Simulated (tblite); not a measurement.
# C7H15BSi: the cost of one run

The runs use tblite 0.8.0 and PySCF 2.14.0, with density-fitted response routines of our own; the level of theory stands in each step. All values are computed, except where a source is named. Atoms count from 0, in the outputs and in this text.

**1. The starting structure**

24 atoms, charge 0, multiplicity 1; geometry from: force field or distance geometry start.

Bonds of the start (Å): C0–C1 1.35, C1–C2 1.48, C1–C3 1.47, C3–B4 1.60, B4–C5 1.58, B4–C6 1.61, C3–C7 1.50, C7–Si8 1.87, Si8–C3 1.86, C0–H9 1.07, C0–H10 1.09, C2–H11 1.12, C2–H12 1.10, C2–H13 1.09, C5–H14 1.11, C5–H15 1.13, C5–H16 1.10, C6–H17 1.10, C6–H18 1.12, C6–H19 1.11, C7–H20 1.10, C7–H21 1.10, Si8–H22 1.48, Si8–H23 1.46.

**2. Relaxing the molecule with GFN2-xTB**

The job: settings as JSON, then the geometry in Å.

```
{"job": {"kind": "relax", "xc": "GFN2-xTB", "basis": "xTB"}, "charge": 0, "multiplicity": 1}
C      2.105600     0.686500     0.726000
C      1.374100    -0.077600    -0.119700
C      1.882500    -1.370400    -0.643800
C      0.037600     0.384800    -0.516100
B     -1.254100    -0.081500     0.296400
C     -1.147800    -0.242000     1.859900
C     -2.359600    -1.000500    -0.417300
C     -0.099300     0.575400    -2.000300
Si    -0.010600     2.166600    -1.030600
H      3.079200     0.352800     1.025500
H      1.696400     1.629900     1.101500
H      2.663000    -1.747400     0.059400
H      2.403600    -1.149600    -1.586500
H      1.113800    -2.134600    -0.776500
H     -0.106600    -0.184500     2.241200
H     -1.791800     0.528500     2.388800
H     -1.517400    -1.251900     2.107400
H     -2.724800    -0.563600    -1.357200
H     -1.870200    -1.988600    -0.585200
H     -3.226800    -1.113100     0.269700
H     -1.075300     0.444100    -2.499400
H      0.773900     0.329100    -2.630800
H      1.271500     2.885600    -1.240800
H     -1.228600     2.941900    -0.830500
```

On the command line:

```console
> OMP_NUM_THREADS=1 python probes_run.py task.json out
```

The driver reads the jobs from task.json and runs them one after another.

Q: Estimate the wall time and peak memory of this first job on 1 thread of Arm Neoverse N1, shared host.

About 1.9 s, with a peak of 0.18 GiB.
